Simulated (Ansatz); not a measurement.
# CH6NSn+ (SMILES C[NH][SnH2+]): a rigid scan of the dihedral angle C1–N2–Sn3–H8, part 2 of 3

Ansatz 0.2.0, Gaussian basis.

**5. C1–N2–Sn3–H8 = -92.1°**

File pbe-tzvpp/in.yaml:

```yaml
crystal:
  periodic: [false, false, false]
  atoms:
    - {symbol: C, position_ang: [-0.443118, 1.035790, -0.702174]}
    - {symbol: N, position_ang: [0.225033, -0.238952, -0.477923]}
    - {symbol: Sn, position_ang: [0.435716, -1.188490, 1.185082]}
    - {symbol: H, position_ang: [-1.270699, 0.910721, -1.403871]}
    - {symbol: H, position_ang: [0.259659, 1.763960, -1.112988]}
    - {symbol: H, position_ang: [-0.840924, 1.430627, 0.232914]}
    - {symbol: H, position_ang: [0.615521, -0.651684, -1.315490]}
    - {symbol: H, position_ang: [1.845825, -0.856111, 2.030093]}
    - {symbol: H, position_ang: [-0.832492, -2.222369, 1.555623]}
basis:
  gaussian: {orbitals: def2-TZVPP}
total_charge: 1
hamiltonian: {xc: pbe, dispersion: d4}
output: {forces: true}
```

r2scan-tzvpp/in.yaml differs from pbe-tzvpp/in.yaml so:

```diff
-hamiltonian: {xc: pbe, dispersion: d4}
+hamiltonian: {xc: r2scan, dispersion: d4}
```

pbe0-tzvpp/in.yaml:

```diff
-hamiltonian: {xc: pbe, dispersion: d4}
-output: {forces: true}
+hamiltonian: {xc: pbe0, dispersion: d4}
+output: {forces: true, orbitals: {seedname: orbitals}}
```

b3lyp-tzvpp/in.yaml:

```diff
-hamiltonian: {xc: pbe, dispersion: d4}
+hamiltonian: {xc: {name: B3LYP}, dispersion: d4}
```

wb97mv-tzvpp/in.yaml:

```diff
-hamiltonian: {xc: pbe, dispersion: d4}
-output: {forces: true}
+hamiltonian: {xc: {name: wB97M-V}}
```

ccsdt-tzvpp/in.yaml:

```diff
-hamiltonian: {xc: pbe, dispersion: d4}
-output: {forces: true}
+correlation: {method: ccsd_t}
```

One command serves all of them, each in its own folder.

Launch:

```bash
$ ansatz run in.yaml --threads 2 --pin off --events-out ev --progress --plain --max-ram 4352MiB
```

Log of pbe-tzvpp, shortened:

```text
Functional definition: PBE
  name "PBE"
  cite "Perdew, Burke & Ernzerhof, Phys. Rev. Lett. 77, 3865 (1996) doi:10.1103/PhysRevLett.77.3865"
  parent pbe
[...]
1077 factors; their error is unknown
[...]
mean field -8444.75235157 eV, -310.3389248616 hartree, gradient 2.7e-5 eV, S^2 0.000000; 1 other end points of the search recorded, 0 dependent functions left out
[...]
Atom 5 at    -0.840924     1.430627     0.232914 Å, force    -0.133988     0.202458     0.165187 eV/Å
Atom 6 at     0.615521    -0.651684    -1.315490 Å, force     0.243397    -0.065227    -0.160774 eV/Å
Atom 7 at     1.845825    -0.856111     2.030093 Å, force     0.384472    -0.090359     0.352476 eV/Å
Atom 8 at    -0.832492    -2.222369     1.555623 Å, force    -0.314643    -0.264909     0.353475 eV/Å
Dipole moment:     0.067335    -0.147281     0.113743 e Å
```

Output in r2scan-tzvpp, shortened:

```text
[... 5 set-up lines as earlier in the session ...]
[...]
1077 factors; their error is unknown
[...]
Atom 5 at    -0.840924     1.430627     0.232914 Å, force    -0.041910     0.092021    -0.026772 eV/Å
Atom 6 at     0.615521    -0.651684    -1.315490 Å, force     0.071921     0.058044     0.074662 eV/Å
Atom 7 at     1.845825    -0.856111     2.030093 Å, force     0.178356    -0.115941     0.258339 eV/Å
Atom 8 at    -0.832492    -2.222369     1.555623 Å, force    -0.124804    -0.155450     0.294125 eV/Å
Dipole moment:     0.071200    -0.163069     0.132368 e Å
```

pbe0-tzvpp printed, shortened:

```text
[... 5 set-up lines as earlier in the session ...]
[...]
1150 factors; their error is unknown
[...]
mean field -8445.36609693 eV, -310.3614795875 hartree, gradient 1.2e-5 eV, S^2 0.000000; 0 other end points of the search recorded, 0 dependent functions left out
[...]
Atom 5 at    -0.840924     1.430627     0.232914 Å, force    -0.048013     0.102515    -0.033913 eV/Å
Atom 6 at     0.615521    -0.651684    -1.315490 Å, force     0.025009     0.074877     0.133655 eV/Å
Atom 7 at     1.845825    -0.856111     2.030093 Å, force     0.158285    -0.113945     0.259078 eV/Å
Atom 8 at    -0.832492    -2.222369     1.555623 Å, force    -0.101590    -0.161956     0.286295 eV/Å
Dipole moment:     0.074233    -0.174618     0.146892 e Å
```

Log of b3lyp-tzvpp, shortened:

```text
[... 6 set-up lines as earlier in the session ...]
[...]
1121 factors; their error is unknown
[...]
Atom 5 at    -0.840924     1.430627     0.232914 Å, force    -0.034024     0.089754    -0.062512 eV/Å
Atom 6 at     0.615521    -0.651684    -1.315490 Å, force     0.059170     0.058093     0.098736 eV/Å
Atom 7 at     1.845825    -0.856111     2.030093 Å, force     0.223490    -0.106200     0.294630 eV/Å
Atom 8 at    -0.832492    -2.222369     1.555623 Å, force    -0.162394    -0.197889     0.310341 eV/Å
Dipole moment:     0.072749    -0.169394     0.141426 e Å
```

wb97mv-tzvpp printed, shortened:

```text
[... 5 set-up lines as earlier in the session ...]
  # Of w^i u^j: cxij and so on, Table III.
[...]
  gx(w, u) = 1 - cx + cx01*u + cx10*w
[...]
      + integral(e_c_pw_mod_opposite_spin*gos(b97_w_opposite, b97_u_opposite)) + vv10(b, c)
1121 factors; their error is unknown
279 factors; integrals over basis functions are off by at most 9.8e-6 eV
[...]
mean field -8445.56373948 eV, -310.3687428170 hartree, gradient 3.9e-5 eV, S^2 0.000000; 0 other end points of the search recorded, 0 dependent functions left out
reference -8445.56379396 eV, -310.3687448191 hartree; 20, 20 occupied and 176, 176 virtual orbitals, 1121 factors
Total energy: -8445.56379396 eV, -310.3687448191 hartree
```

ccsdt-tzvpp printed, shortened:

```text
[... 4 set-up lines as earlier in the session ...]
[...]
1309 factors; integrals over basis functions are off by at most 9.7e-4 eV
[...]
mean field -8405.43928146 eV, -308.8941961822 hartree, gradient 3.0e-6 eV, S^2 0.000000; 0 other end points of the search recorded, 0 dependent functions left out
6 core orbitals not correlated: weight in the atoms' cores, before any rotation towards them, 1.000 or more for the frozen orbitals, at most 0.000 for the correlated occupied ones
reference -8405.43928146 eV, -308.8941961822 hartree; 14, 14 occupied and 176, 176 virtual orbitals, 1309 factors
second order -18.82520959 eV of doubles, -0.00000000 eV of singles
cycle   1  -18.91417616 eV  change   -8.9e-2 eV  update   9.5e-2
[...]
cycle  12  -19.47424034 eV  change   -1.3e-5 eV  update   1.6e-5
perturbative correction -0.64039314 eV, -0.0235340137 hartree
Total energy: -8425.55391493 eV, -309.6333953282 hartree
```

They took 2.8 s (pbe-tzvpp), 4.8 s (r2scan-tzvpp), 4.7 s (pbe0-tzvpp), 4.3 s (b3lyp-tzvpp), 8.5 s (wb97mv-tzvpp), 83 s (ccsdt-tzvpp) on 2 threads of AMD EPYC 7R43, shared host; peak memory 2.6 GiB.

**6. C1–N2–Sn3–H8 = -66.4°**

pbe-tzvpp/in.yaml, as its differences from that of step 5:

```diff
@@ -10,4 +10,4 @@
     - {symbol: H, position_ang: [0.615521, -0.651684, -1.315490]}
-    - {symbol: H, position_ang: [1.845825, -0.856111, 2.030093]}
-    - {symbol: H, position_ang: [-0.832492, -2.222369, 1.555623]}
+    - {symbol: H, position_ang: [1.409088, -0.436304, 2.325122]}
+    - {symbol: H, position_ang: [-0.391745, -2.646081, 1.257856]}
 basis:
```

r2scan-tzvpp/in.yaml differs from pbe-tzvpp/in.yaml so:

```diff
-hamiltonian: {xc: pbe, dispersion: d4}
+hamiltonian: {xc: r2scan, dispersion: d4}
```

pbe0-tzvpp/in.yaml:

```diff
-hamiltonian: {xc: pbe, dispersion: d4}
-output: {forces: true}
+hamiltonian: {xc: pbe0, dispersion: d4}
+output: {forces: true, orbitals: {seedname: orbitals}}
```

b3lyp-tzvpp/in.yaml:

```diff
-hamiltonian: {xc: pbe, dispersion: d4}
+hamiltonian: {xc: {name: B3LYP}, dispersion: d4}
```

wb97mv-tzvpp/in.yaml:

```diff
-hamiltonian: {xc: pbe, dispersion: d4}
-output: {forces: true}
+hamiltonian: {xc: {name: wB97M-V}}
```

ccsdt-tzvpp/in.yaml:

```diff
-hamiltonian: {xc: pbe, dispersion: d4}
-output: {forces: true}
+correlation: {method: ccsd_t}
```

Each run has its own folder and the same command.

Launch:

```bash
$ ansatz run in.yaml --threads 2 --pin off --events-out ev --progress --plain --max-ram 4352MiB
```

pbe-tzvpp printed, shortened:

```text
[... 4 set-up lines as earlier in the session ...]
[...]
1077 factors; their error is unknown
[...]
mean field -8445.08352825 eV, -310.3510953799 hartree, gradient 7.8e-6 eV, S^2 0.000000; 0 other end points of the search recorded, 0 dependent functions left out
[...]
Atom 5 at    -0.840924     1.430627     0.232914 Å, force    -0.138033     0.136793     0.160848 eV/Å
Atom 6 at     0.615521    -0.651684    -1.315490 Å, force    -0.346839    -0.394021    -0.345559 eV/Å
Atom 7 at     1.409088    -0.436304     2.325122 Å, force    -0.111456     0.272155     0.432872 eV/Å
Atom 8 at    -0.391745    -2.646081     1.257856 Å, force     0.145087    -0.486651     0.000906 eV/Å
Dipole moment:     0.017998    -0.044003    -0.028960 e Å
```

Output in r2scan-tzvpp, shortened:

```text
[... 5 set-up lines as earlier in the session ...]
[...]
1077 factors; their error is unknown
[...]
Atom 5 at    -0.840924     1.430627     0.232914 Å, force    -0.036394     0.037797    -0.031119 eV/Å
Atom 6 at     0.615521    -0.651684    -1.315490 Å, force    -0.460291    -0.241185    -0.085810 eV/Å
Atom 7 at     1.409088    -0.436304     2.325122 Å, force    -0.220157     0.162084     0.302756 eV/Å
Atom 8 at    -0.391745    -2.646081     1.257856 Å, force     0.240787    -0.306256     0.013662 eV/Å
Dipole moment:     0.028667    -0.074244     0.010420 e Å
```

Output in pbe0-tzvpp, shortened:

```text
[... 5 set-up lines as earlier in the session ...]
[...]
1150 factors; their error is unknown
[...]
mean field -8445.61733746 eV, -310.3707125065 hartree, gradient 5.1e-5 eV, S^2 0.000000; 0 other end points of the search recorded, 0 dependent functions left out
[...]
Atom 5 at    -0.840924     1.430627     0.232914 Å, force    -0.041678     0.056496    -0.036547 eV/Å
Atom 6 at     0.615521    -0.651684    -1.315490 Å, force    -0.451521    -0.194541    -0.004763 eV/Å
Atom 7 at     1.409088    -0.436304     2.325122 Å, force    -0.193008     0.130006     0.307933 eV/Å
Atom 8 at    -0.391745    -2.646081     1.257856 Å, force     0.222583    -0.300413     0.045107 eV/Å
Dipole moment:     0.040461    -0.104851     0.051376 e Å
```

Log of b3lyp-tzvpp, shortened:

```text
[... 6 set-up lines as earlier in the session ...]
[...]
1121 factors; their error is unknown
[...]
Atom 5 at    -0.840924     1.430627     0.232914 Å, force    -0.029561     0.037759    -0.067863 eV/Å
Atom 6 at     0.615521    -0.651684    -1.315490 Å, force    -0.454253    -0.226363    -0.051329 eV/Å
Atom 7 at     1.409088    -0.436304     2.325122 Å, force    -0.171938     0.172829     0.349646 eV/Å
Atom 8 at    -0.391745    -2.646081     1.257856 Å, force     0.202120    -0.359495     0.034850 eV/Å
Dipole moment:     0.034626    -0.089027     0.030625 e Å
```

Log of wb97mv-tzvpp, shortened:

```text
[... 5 set-up lines as earlier in the session ...]
  # Of w^i u^j: cxij and so on, Table III.
[...]
  gx(w, u) = 1 - cx + cx01*u + cx10*w
[...]
      + integral(e_c_pw_mod_opposite_spin*gos(b97_w_opposite, b97_u_opposite)) + vv10(b, c)
1121 factors; their error is unknown
279 factors; integrals over basis functions are off by at most 9.8e-6 eV
[...]
mean field -8445.79046589 eV, -310.3770748589 hartree, gradient 2.9e-5 eV, S^2 0.000000; 0 other end points of the search recorded, 0 dependent functions left out
reference -8445.79052161 eV, -310.3770769067 hartree; 20, 20 occupied and 176, 176 virtual orbitals, 1121 factors
Total energy: -8445.79052161 eV, -310.3770769067 hartree
```

Output in ccsdt-tzvpp, shortened:

```text
[... 4 set-up lines as earlier in the session ...]
[...]
1309 factors; integrals over basis functions are off by at most 9.7e-4 eV
[...]
mean field -8405.58841929 eV, -308.8996768965 hartree, gradient 2.4e-6 eV, S^2 0.000000; 0 other end points of the search recorded, 0 dependent functions left out
6 core orbitals not correlated: weight in the atoms' cores, before any rotation towards them, 1.000 or more for the frozen orbitals, at most 0.000 for the correlated occupied ones
reference -8405.58841929 eV, -308.8996768965 hartree; 14, 14 occupied and 176, 176 virtual orbitals, 1309 factors
second order -18.89958668 eV of doubles, -0.00000000 eV of singles
cycle   1  -18.95466873 eV  change   -5.5e-2 eV  update   1.0e-1
[...]
cycle  11  -19.55290806 eV  change    1.2e-5 eV  update   2.9e-5
perturbative correction -0.66415182 eV, -0.0244071291 hartree
Total energy: -8425.80547917 eV, -309.6426401434 hartree
```

They took 2.6 s (pbe-tzvpp), 4.5 s (r2scan-tzvpp), 4.5 s (pbe0-tzvpp), 4.2 s (b3lyp-tzvpp), 8.5 s (wb97mv-tzvpp), 82 s (ccsdt-tzvpp) on 2 threads of AMD EPYC 7R43, shared host; peak memory 2.6 GiB.

**7. C1–N2–Sn3–H8 = -40.7°**

pbe-tzvpp/in.yaml, as its differences from that of step 6:

```diff
@@ -10,4 +10,4 @@
     - {symbol: H, position_ang: [0.615521, -0.651684, -1.315490]}
-    - {symbol: H, position_ang: [1.409088, -0.436304, 2.325122]}
-    - {symbol: H, position_ang: [-0.391745, -2.646081, 1.257856]}
+    - {symbol: H, position_ang: [0.795347, -0.235504, 2.517528]}
+    - {symbol: H, position_ang: [0.227657, -2.848768, 1.063655]}
 basis:
```

r2scan-tzvpp/in.yaml, as changes to pbe-tzvpp/in.yaml:

```diff
-hamiltonian: {xc: pbe, dispersion: d4}
+hamiltonian: {xc: r2scan, dispersion: d4}
```

pbe0-tzvpp/in.yaml:

```diff
-hamiltonian: {xc: pbe, dispersion: d4}
-output: {forces: true}
+hamiltonian: {xc: pbe0, dispersion: d4}
+output: {forces: true, orbitals: {seedname: orbitals}}
```

b3lyp-tzvpp/in.yaml:

```diff
-hamiltonian: {xc: pbe, dispersion: d4}
+hamiltonian: {xc: {name: B3LYP}, dispersion: d4}
```

wb97mv-tzvpp/in.yaml:

```diff
-hamiltonian: {xc: pbe, dispersion: d4}
-output: {forces: true}
+hamiltonian: {xc: {name: wB97M-V}}
```

ccsdt-tzvpp/in.yaml:

```diff
-hamiltonian: {xc: pbe, dispersion: d4}
-output: {forces: true}
+correlation: {method: ccsd_t}
```

One command serves all of them, each in its own folder.

Launch:

```bash
$ ansatz run in.yaml --threads 2 --pin off --events-out ev --progress --plain --max-ram 4352MiB
```

Log of pbe-tzvpp, shortened:

```text
[... 4 set-up lines as earlier in the session ...]
[...]
1077 factors; their error is unknown
[...]
mean field -8445.54797365 eV, -310.3681634338 hartree, gradient 1.4e-5 eV, S^2 0.000000; 0 other end points of the search recorded, 0 dependent functions left out
[...]
Atom 5 at    -0.840924     1.430627     0.232914 Å, force    -0.108972     0.104501     0.168501 eV/Å
Atom 6 at     0.615521    -0.651684    -1.315490 Å, force    -0.241275    -0.361543    -0.355584 eV/Å
Atom 7 at     0.795347    -0.235504     2.517528 Å, force    -0.242256     0.175577     0.257417 eV/Å
Atom 8 at     0.227657    -2.848768     1.063655 Å, force     0.250247    -0.286451    -0.028047 eV/Å
Dipole moment:     0.001999     0.011483    -0.095063 e Å
```

Output in r2scan-tzvpp, shortened:

```text
[... 5 set-up lines as earlier in the session ...]
[...]
1077 factors; their error is unknown
[...]
Atom 5 at    -0.840924     1.430627     0.232914 Å, force    -0.007432    -0.000167    -0.026947 eV/Å
Atom 6 at     0.615521    -0.651684    -1.315490 Å, force    -0.378417    -0.222800    -0.101841 eV/Å
Atom 7 at     0.795347    -0.235504     2.517528 Å, force    -0.290959     0.053791     0.101528 eV/Å
Atom 8 at     0.227657    -2.848768     1.063655 Å, force     0.282669    -0.084918    -0.005954 eV/Å
Dipole moment:     0.009541    -0.012035    -0.064790 e Å
```

pbe0-tzvpp printed, shortened:

```text
[... 5 set-up lines as earlier in the session ...]
[...]
1150 factors; their error is unknown
[...]
mean field -8446.04956456 eV, -310.3865965596 hartree, gradient 2.8e-5 eV, S^2 0.000000; 0 other end points of the search recorded, 0 dependent functions left out
[...]
Atom 5 at    -0.840924     1.430627     0.232914 Å, force    -0.013896     0.017410    -0.030176 eV/Å
Atom 6 at     0.615521    -0.651684    -1.315490 Å, force    -0.392562    -0.185896    -0.024866 eV/Å
Atom 7 at     0.795347    -0.235504     2.517528 Å, force    -0.271765     0.036850     0.122012 eV/Å
Atom 8 at     0.227657    -2.848768     1.063655 Å, force     0.272880    -0.095811     0.019317 eV/Å
Dipole moment:     0.021519    -0.044967    -0.021471 e Å
```

Output in b3lyp-tzvpp, shortened:

```text
[... 6 set-up lines as earlier in the session ...]
[...]
1121 factors; their error is unknown
[...]
Atom 5 at    -0.840924     1.430627     0.232914 Å, force    -0.001222     0.001198    -0.063745 eV/Å
Atom 6 at     0.615521    -0.651684    -1.315490 Å, force    -0.380515    -0.206290    -0.065665 eV/Å
Atom 7 at     0.795347    -0.235504     2.517528 Å, force    -0.264727     0.077589     0.163201 eV/Å
Atom 8 at     0.227657    -2.848768     1.063655 Å, force     0.267705    -0.154005     0.007293 eV/Å
Dipole moment:     0.016467    -0.029800    -0.041561 e Å
```

Output in wb97mv-tzvpp, shortened:

```text
[... 5 set-up lines as earlier in the session ...]
  # Of w^i u^j: cxij and so on, Table III.
[...]
  gx(w, u) = 1 - cx + cx01*u + cx10*w
[...]
      + integral(e_c_pw_mod_opposite_spin*gos(b97_w_opposite, b97_u_opposite)) + vv10(b, c)
1121 factors; their error is unknown
279 factors; integrals over basis functions are off by at most 9.8e-6 eV
[...]
mean field -8446.20792166 eV, -310.3924160757 hartree, gradient 4.7e-5 eV, S^2 0.000000; 0 other end points of the search recorded, 0 dependent functions left out
reference -8446.20797716 eV, -310.3924181152 hartree; 20, 20 occupied and 176, 176 virtual orbitals, 1121 factors
Total energy: -8446.20797716 eV, -310.3924181152 hartree
```

Output in ccsdt-tzvpp, shortened:

```text
[... 4 set-up lines as earlier in the session ...]
[...]
1308 factors; integrals over basis functions are off by at most 1.3e-3 eV
[...]
mean field -8405.92641816 eV, -308.9120981257 hartree, gradient 1.8e-6 eV, S^2 0.000000; 0 other end points of the search recorded, 0 dependent functions left out
6 core orbitals not correlated: weight in the atoms' cores, before any rotation towards them, 1.000 or more for the frozen orbitals, at most 0.000 for the correlated occupied ones
reference -8405.92641816 eV, -308.9120981257 hartree; 14, 14 occupied and 176, 176 virtual orbitals, 1308 factors
second order -19.02040955 eV of doubles, -0.00000000 eV of singles
cycle   1  -19.01785037 eV  change    2.6e-3 eV  update   1.2e-1
[...]
cycle  11  -19.64917265 eV  change    9.4e-6 eV  update   1.5e-5
perturbative correction -0.69272417 eV, -0.0254571437 hartree
Total energy: -8426.26831498 eV, -309.6596490456 hartree
```

They took 2.4 s (pbe-tzvpp), 4.3 s (r2scan-tzvpp), 4.2 s (pbe0-tzvpp), 3.6 s (b3lyp-tzvpp), 8 s (wb97mv-tzvpp), 85 s (ccsdt-tzvpp) on 2 threads of AMD EPYC 7R43, shared host; peak memory 2.6 GiB.

(Continued in part 3 of 3.)
